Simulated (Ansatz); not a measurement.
Predict the output of the script below (Ansatz 0.2.0 through its Python package).

`c3h5fsi.xyz`
```text
10

C    -1.13260    1.10490    1.83020
C    -0.45710    0.42970    1.18590
C     0.41380   -0.45310    0.41610
Si    0.37380   -0.29750   -1.42660
F     1.34190   -1.34090   -2.10860
H    -1.82560    1.80080    2.38120
H     0.27610   -1.49120    0.72250
H     1.52090   -0.22640    0.71290
H    -1.06390   -0.64330   -1.84680
H     0.63580    1.06580   -1.86400
```

`energy.py`
```python
"""Single point of C3H5FSi in a Gaussian basis."""

from pathlib import Path
import argparse

import ansatz as az
import numpy as np
import pandas as pd

parser = argparse.ArgumentParser(description="Single point of C3H5FSi in a Gaussian basis.")
parser.add_argument("--basis-set", default="cc-pVDZ", help="basis")
parser.add_argument("--functional", required=True, help="exchange-correlation functional")
args = parser.parse_args()

c3h5fsi = az.Crystal.molecule_from_extxyz("c3h5fsi.xyz")

calc = c3h5fsi.calculation()
calc = calc.basis(gaussian=args.basis_set)
calc = calc.functional(args.functional)
calc = calc.accuracy("medium").forces()
calc = calc.orbitals()
out = calc.run(threads=1, backend="cpu", runs_dir="c3h5fsi_runs")
rep = out.report

for key in ("converged", "free_energy_ev", "reference_energy_ev", "n_frozen", "n_occupied", "n_virtual"):
    print(f"{key:22s} {rep[key]}")

symbols = [site.symbol for site in c3h5fsi.cartesian_sites]
forces = np.array(rep["forces_ev_ang"])
print("largest force", round(float(np.linalg.norm(forces, axis=1).max()), 4), "eV/A, rms", round(float(np.sqrt((forces ** 2).mean())), 4))

charges = rep["charge_distribution"]
table = pd.DataFrame({"atom": symbols, "mulliken": charges["mulliken_charges_e"], "lowdin": charges["lowdin_charges_e"]})
print(table.round(3).to_string())
print("dipole (e A):", np.round(charges["dipole_moment_e_ang"], 4) + 0.0)

lines = Path(rep["orbitals_path"]).read_text().splitlines()
field_of = lambda key: [line.split("=")[1].strip() for line in lines if line.startswith(key)]
orbitals = [(27.211386 * float(e), s, float(n)) for e, s, n in zip(field_of("Ene="), field_of("Spin="), field_of("Occup="))]
homo = max(e for e, _, n in orbitals if n > 0.5)
lumo = min(e for e, _, n in orbitals if n < 0.5)
for e, spin, n in sorted(orbitals):
    if homo - 15 < e < lumo + 5:
        print(f"{spin:6s} {e:10.3f} eV  occupation {n:.0f}")
```

```console
$ python energy.py --functional LC-wPBE
converged              True
free_energy_ev         -13779.714020147585
reference_energy_ev    -13779.714020147585
n_frozen               0
n_occupied             [23, 23]
n_virtual              [76, 76]
largest force 8.9502 eV/A, rms 2.3818
  atom  mulliken  lowdin
0    C    -0.588  -0.052
1    C     0.436  -0.110
2    C    -0.224  -0.076
3   Si     0.587   0.089
4    F    -0.275   0.102
5    H     0.039   0.058
6    H     0.093   0.047
7    H     0.100   0.075
8    H    -0.091  -0.068
9    H    -0.076  -0.064
dipole (e A): [0.0125 0.1034 0.1664]
Alpha     -23.265 eV  occupation 2
Alpha     -18.924 eV  occupation 2
Alpha     -17.534 eV  occupation 2
Alpha     -16.276 eV  occupation 2
Alpha     -15.987 eV  occupation 2
Alpha     -15.703 eV  occupation 2
Alpha     -15.342 eV  occupation 2
Alpha     -15.066 eV  occupation 2
Alpha     -13.086 eV  occupation 2
Alpha     -12.025 eV  occupation 2
Alpha     -10.904 eV  occupation 2
Alpha     -10.538 eV  occupation 2
Alpha       3.001 eV  occupation 0
Alpha       3.676 eV  occupation 0
Alpha       4.035 eV  occupation 0
Alpha       4.304 eV  occupation 0
Alpha       4.832 eV  occupation 0
Alpha       5.060 eV  occupation 0
Alpha       5.257 eV  occupation 0
Alpha       6.257 eV  occupation 0
Alpha       6.617 eV  occupation 0
```

The settings weren't tested for convergence. The geometry is a force-field or estimated start, not a minimum of this method, and the basis set is short of its limit. The Löwdin charges here are taken after orthogonalising the functions within each atom; they differ from plain Löwdin charges, and their signs can be unphysical. Alpha marks a spatial orbital of a restricted run, filled by both spins. Levels such as HOMO and LUMO are orbital energies: with these approximate functionals they aren't the ionisation energy and electron affinity, and their gap isn't the fundamental gap. Hardware and time: 4.5 s on 1 thread of Arm Neoverse V2 (shared host), peak memory 0.28 GiB.

(A comment or docstring line of the script was reworded after the run, the code is as it ran; lines on the test bed's own set-up are left out of the output.)
